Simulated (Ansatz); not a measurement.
**BaCaS2 (ordered alloy on rocksalt lattice): independent-particle optics**

How does BaCaS2 (ordered alloy on rocksalt lattice) absorb light if electrons and holes don't interact? Plan: HSE06 for the gap; optics with PBE on 6×6×6; optics with r2SCAN on 6×6×6; optics with PBE and scissors to the HSE06 gap on 6×6×6; optics with PBE with spin-orbit coupling on 4×4×4.

Method: plane waves, PAW; no local fields, no excitons, in Ansatz 0.2.0.

1 further run of the same task is left out (it didn't finish). Runs told in other sessions of the task aren't counted.

### 1 The system as given

It takes space group R-3m (No. 166, trigonal). Conventional cell: a = 4.275 Å, b = 4.275 Å, c = 21.125 Å, α = 90.00°, β = 90.00°, γ = 120.00°. Around Ca (site symmetry -3m) lie 6 S at 2.92 Å. Ba (site symmetry -3m) has 6 S at 3.15 Å in its first shell of neighbours. S (site symmetry 3m) has 3 Ca at 2.92 Å and 3 Ba at 3.15 Å in its first shell of neighbours.

Structure file:

```cif
data_structure
_symmetry_space_group_name_H-M 'P 1'
_symmetry_Int_Tables_number 1
_cell_length_a 7.4618
_cell_length_b 7.4618
_cell_length_c 7.4618
_cell_angle_alpha 33.290
_cell_angle_beta 33.290
_cell_angle_gamma 33.290
_cell_volume 111.44
loop_
_atom_site_label
_atom_site_type_symbol
_atom_site_fract_x
_atom_site_fract_y
_atom_site_fract_z
_atom_site_occupancy
Ca1 Ca 0.00000 0.00000 0.00000 1
Ba1 Ba 0.50000 0.50000 0.50000 1
S1 S 0.25909 0.25909 0.25909 1
S2 S 0.74091 0.74091 0.74091 1
```

Cell and atoms come from an earlier r2SCAN relaxation. Spin-orbit coupling, which matters for Ba, is in the runs so named alone.

### 2 The gap to aim at

Contents of input.yaml:

```yaml
crystal:
  lattice:
    - [2.1373611144, 1.2340060148, 7.0418321899]
    - [-2.1373611144, 1.2340060148, 7.0418321899]
    - [0.0, -2.4680120295, 7.0418321899]
  atoms:
    - { symbol: Ca, position: [1.0, 0.0, 0.0] }
    - { symbol: Ba, position: [0.5, 0.5, 0.5] }
    - { symbol: S, position: [0.2590901373, 0.2590901373, 0.2590901373] }
    - { symbol: S, position: [0.7409098627, 0.7409098627, 0.7409098627] }
kpoints:
  mp_grid: { grid: [4, 4, 4] }
  band_path:
    path:
      - [0.0, 0.0, 0.0]
      - [0.5, 0.5, 0.5]
      - [0.8128607828, 0.1871392172, 0.5]
      - [0.5, -0.1871392172, 0.1871392172]
      - [0.5, 0.0, 0.0]
      - [0.3435696086, -0.3435696086, 0.0]
      - [0.6564303914, 0.0, 0.3435696086]
      - [0.5, 0.0, 0.5]
      - [0.0, 0.5, 0.5]
    npoints: 1
hamiltonian:
  xc: hse06
scf:
  occupations: { method: fixed }
  n_extra_bands: 5
output:
  forces: true
  stress: true
  eigenvalues: true
```

Run with:

```sh
$ ansatz run input.yaml --threads 4 --pin off --max-ram 3686MiB --backend cpu --events-out ev --progress --plain --runs-dir out
```

The runs that follow: Optics, PBE; Optics, r2SCAN; Optics, PBE with a scissors shift; Optics, PBE with spin-orbit coupling.

Before running them: what should the planned runs give, taken together? Wanted: ε∞, PBE; ε∞, r2SCAN; ε∞, PBE with spin-orbit coupling; tallest peak of ε₂, PBE; tallest peak of ε₂, r2SCAN; tallest peak of ε₂, PBE with spin-orbit coupling; HSE06 direct gap.

The runs gave:

| quantity | value |
| --- | --- |
| ε∞, PBE | 5.40 (xx, yy), 5.48 (zz) |
| ε∞, r2SCAN | 4.82 (xx, yy), 4.88 (zz) |
| ε∞, PBE + 0.99 eV scissors | 4.77 (xx, yy), 4.83 (zz) |
| ε∞, PBE with spin-orbit coupling | 5.07 (xx, yy), 5.18 (zz) |
| tallest peak of ε₂, PBE | 8.6 at 6.15 eV |
| tallest peak of ε₂, r2SCAN | 7.8 at 6.75 eV |
| tallest peak of ε₂, PBE + 0.99 eV scissors | 8.6 at 7.15 eV |
| tallest peak of ε₂, PBE with spin-orbit coupling | 8.6 at 6.15 eV (complete to 9.0 eV) |
| HSE06 direct gap | 3.55 eV |

In words: PBE + 0.99 eV scissors has the widest direct gap (3.55 eV) and PBE with spin-orbit coupling the narrowest (2.53 eV); ε∞ is 4.79 and 5.11 (mean of the axes); the spin-orbit run sums fewer bands, so its ε∞ isn't like for like. Spin-orbit coupling moves the direct gap by -0.02 eV; ε∞ doesn't compare between these two runs, as the bands summed differ. The meshes differ between the runs, and peak heights and places move with the mesh, so part of any difference isn't the level's. The response is anisotropic: with PBE ε∞ is 5.40 (xx, yy), 5.48 (zz). Local fields and excitons are left out: both change ε∞, and without excitons the onset lacks its lines.
